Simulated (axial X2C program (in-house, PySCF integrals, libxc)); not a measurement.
**Linear BrSiBr⁺ at several levels**

An exercise on one series of results from a longer session: the logs are not shown, and one member is left open.

Program: an in-house X2C program for linear molecules on PySCF integrals. Level of theory: all-electron X2C, two-component (2c) or spin-free, Br dyall-av3z, Si dyall-v3z. These are calculated values, not measurements.

All values are calculated.

2 further runs of the same task are left out: 2 set aside as unsound or not needed.

The first run:

Input file task.json:

```json
{"zs": [35, 14, 35], "q": 1, "bas": ["dyall-av3z", "dyall-v3z", "dyall-av3z"], "r0": [2.3, 2.3], "symm": 1, "scan": ["PBE0", "HF", "LDA"], "levels": ["PBE0", "HF", "LDA"], "nst": 2}
```

Keys: zs atomic numbers; q charge; bas basis sets; r0 starting distance in Å; symm equal bonds; scan levels of the two-bond scan (MP2 follows by itself at each HF point); levels methods; nst determinants followed.

Launch:

```console
$ python solin.py task.json out
```

Masses Br 78.918, Si 27.977, Br 78.918 u.

Steps of the session up to this table: Scan at PBE0, 2c; Scan at HF, 2c; Scan at LDA, 2c.

One of the session's tables, all rows but one given; the rest of the session is left out.

| level | r(Br–Si) (Å) | r(Si–Br) (Å) | lower stretch (cm⁻¹) | upper stretch (cm⁻¹) |
| --- | --- | --- | --- | --- |
| PBE0, 2c | 2.191 | 2.191 | 228.9 | 499.3 |
| HF, 2c | 2.203 | 2.203 | 218.6 | 391.3 |
| LDA, 2c | ? | ? | ? | ? |
| MP2, 2c | 2.178 | 2.178 | 243.9 | 551.1 |
| PBE0, spin-free | 2.189 | 2.189 | 230.2 | 502.6 |
| HF, spin-free | 2.200 | 2.200 | 220.5 | 399.6 |
| LDA, spin-free | 2.186 | 2.186 | 228.2 | 514.2 |
| MP2, spin-free | 2.177 | 2.177 | 244.7 | 552.0 |

Q: Estimate the row for LDA, 2c from the others.

As computed: r(Br–Si) (Å): 2.188; r(Si–Br) (Å): 2.188; lower stretch (cm⁻¹): 226.8; upper stretch (cm⁻¹): 511.1. In the column «r(Br–Si) (Å)» it lies between LDA, spin-free (2.186) and PBE0, spin-free (2.189).

Scans not shown above were run alike.

Limits of these values: The molecule was held linear; bending was not examined, so a bent shape may lie lower.
